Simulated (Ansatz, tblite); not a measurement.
**The cluster CaH₂O₂: removing and adding an electron**

The task here is to estimate one member of a computed series from the others.

Computed with Ansatz 0.2.0, Gaussian basis. Level: as each input shows.

Levels to be run: charge +1 doublet, at the geometry of the singlet (PBE0-D4/def2-TZVP, PBE-D4/def2-TZVP, r2SCAN-D4/def2-TZVP, CCSD(T)/def2-TZVPP); charge +1 doublet, relaxed (PBE0-D4/def2-TZVP, PBE-D4/def2-TZVP); charge -1 doublet, at the geometry of the singlet (PBE0-D4/def2-TZVPD, PBE-D4/def2-TZVPD, r2SCAN-D4/def2-TZVPD, CCSD(T)/def2-TZVPD); the starting singlet's energies come from earlier runs.

## The structure

The singlet was relaxed beforehand with PBE0-D4/def2-TZVP. At that level it is the lowest of the isomers that a small search found.

5 atoms, charge 0, spin multiplicity 1.

Atoms are counted from 1 here; the program's logs count them from 0.

Bond lengths: Ca1–O2 2.027 Å, Ca1–O3 2.027 Å, O2–H5 0.952 Å, O3–H4 0.952 Å. Angles: O2–Ca1–O3 169.0°, Ca1–O2–H5 177.3°, Ca1–O3–H4 177.3°.

As a file:

```mol
CaH2O2
  3D, bonds by distance, orders not assigned

  5  4  0  0  0  0  0  0  0  0999 V2000
   -0.1802   -0.1046   -0.0276 Ca  0  0
    1.0234   -1.7055   -0.3382 O   0  0
   -1.0505    1.6897    0.3341 O   0  0
   -1.4178    2.5509    0.5092 H   0  0
    1.6251   -2.4305   -0.4774 H   0  0
  1  2  8  0
  1  3  8  0
  2  5  8  0
  3  4  8  0
M  END
```

The first run:

Input file in.yaml:

```yaml
crystal:
  periodic: [false, false, false]
  atoms:
    - {symbol: Ca, position_ang: [-0.180221, -0.104613, -0.027640]}
    - {symbol: O, position_ang: [1.023409, -1.705459, -0.338248]}
    - {symbol: O, position_ang: [-1.050515, 1.689718, 0.334133]}
    - {symbol: H, position_ang: [-1.417785, 2.550881, 0.509159]}
    - {symbol: H, position_ang: [1.625102, -2.430527, -0.477413]}
basis:
  gaussian: {orbitals: def2-TZVP}
total_charge: 1
magnetization: {spin_polarized: true, initial_magnetization: 1}
hamiltonian: {xc: pbe0, dispersion: d4}
output: {orbitals: {seedname: orbitals}}
```

On the command line:

```
ansatz run in.yaml --threads 4 --pin off --events-out ev --progress --plain --max-ram 3916MiB
```

Among the steps run: Charge +1 doublet at the fixed geometry, PBE0-D4/def2-TZVP; Charge +1 doublet at the fixed geometry, PBE-D4/def2-TZVP; Charge +1 doublet at the fixed geometry, r2SCAN-D4/def2-TZVP; Charge +1 doublet at the fixed geometry, CCSD(T)/def2-TZVPP.

One table of the session follows, with a row left open; its other results are not shown here.

It belongs to the step «Vertical ionisation energy». 

```
             method  vertical ionisation energy (eV)
      HF/def2-TZVPP                             8.14
   PBE-D4/def2-TZVP                             8.80
r2SCAN-D4/def2-TZVP                             8.85
  PBE0-D4/def2-TZVP                             9.17
     MP2/def2-TZVPP                                ?
    CCSD/def2-TZVPP                             9.74
 CCSD(T)/def2-TZVPP                             9.82
```

Q: Estimate the row for MP2/def2-TZVPP from the others.

**Answer.** vertical ionisation energy (eV): 10.13. In the column «vertical ionisation energy (eV)» it is the highest.

Caveats from the session: The anion's highest level is positive in at least one run, so there the basis alone may hold the extra electron.
